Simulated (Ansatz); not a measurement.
# FH5O2W: the cost of one run

Program: Ansatz 0.2.0. Level of theory: RKS B3LYP-D4/def2-SVP. These are calculated values, not measurements.

### Step 1. The system as given

Bond lengths: W1–O2 1.940 Å, O2–H3 1.010 Å, W1–H4 1.720 Å, W1–H5 1.720 Å, W1–O6 1.940 Å, O6–H7 1.010 Å, W1–F8 1.850 Å, W1–H9 1.720 Å. Angles (14 of 17 angles, heavy atoms first): O2–W1–O6 90.0°, O2–W1–F8 90.0°, O6–W1–F8 90.0°, W1–O2–H3 109.5°, O2–W1–H4 90.0°, O2–W1–H5 90.0°, O2–W1–H9 180.0°, H4–W1–O6 180.0°, H4–W1–F8 90.0°, H5–W1–O6 90.0°, H5–W1–F8 180.0°, O6–W1–H9 90.0°, F8–W1–H9 90.0°, W1–O6–H7 109.5°.

Coordinates:

```xyz
9

W     0.0000    0.0000    0.0000
O     0.0000    0.0000    1.9400
H    -0.9095   -0.2814    2.2771
H     1.7200    0.0000    0.0000
H     0.0000    1.7200    0.0000
O    -1.9400    0.0000    0.0000
H    -2.2771   -0.1263    0.9437
F     0.0000   -1.8500    0.0000
H     0.0000    0.0000   -1.7200
```

### Step 2. Relaxing the start

Contents of input.yaml:

```yaml
crystal:
  periodic: [false, false, false]
  atoms:
    - { symbol: W, position_ang: [0.0, 0.0, 0.0] }
    - { symbol: O, position_ang: [0.0, 0.0, 1.94] }
    - { symbol: H, position_ang: [-0.9095, -0.2814, 2.2771] }
    - { symbol: H, position_ang: [1.72, 0.0, 0.0] }
    - { symbol: H, position_ang: [0.0, 1.72, 0.0] }
    - { symbol: O, position_ang: [-1.94, 0.0, 0.0] }
    - { symbol: H, position_ang: [-2.2771, -0.1263, 0.9437] }
    - { symbol: F, position_ang: [0.0, -1.85, 0.0] }
    - { symbol: H, position_ang: [0.0, 0.0, -1.72] }
basis:
  gaussian: { orbitals: def2-SVP }
hamiltonian:
  xc: b3lyp
  dispersion: d4
relax:
  f_tol: 0.02
  max_steps: 40
output:
  orbitals: {}
```

Launch:

```
> ansatz run input.yaml --threads 2 --pin off --max-ram 3072MiB --backend cpu --events-out ev --progress --plain --runs-dir out
```

**Question.** How long does this run take on 2 threads of Arm Neoverse V2, shared host, and how much memory does it need?

About 54 s, with a peak of 0.21 GiB.
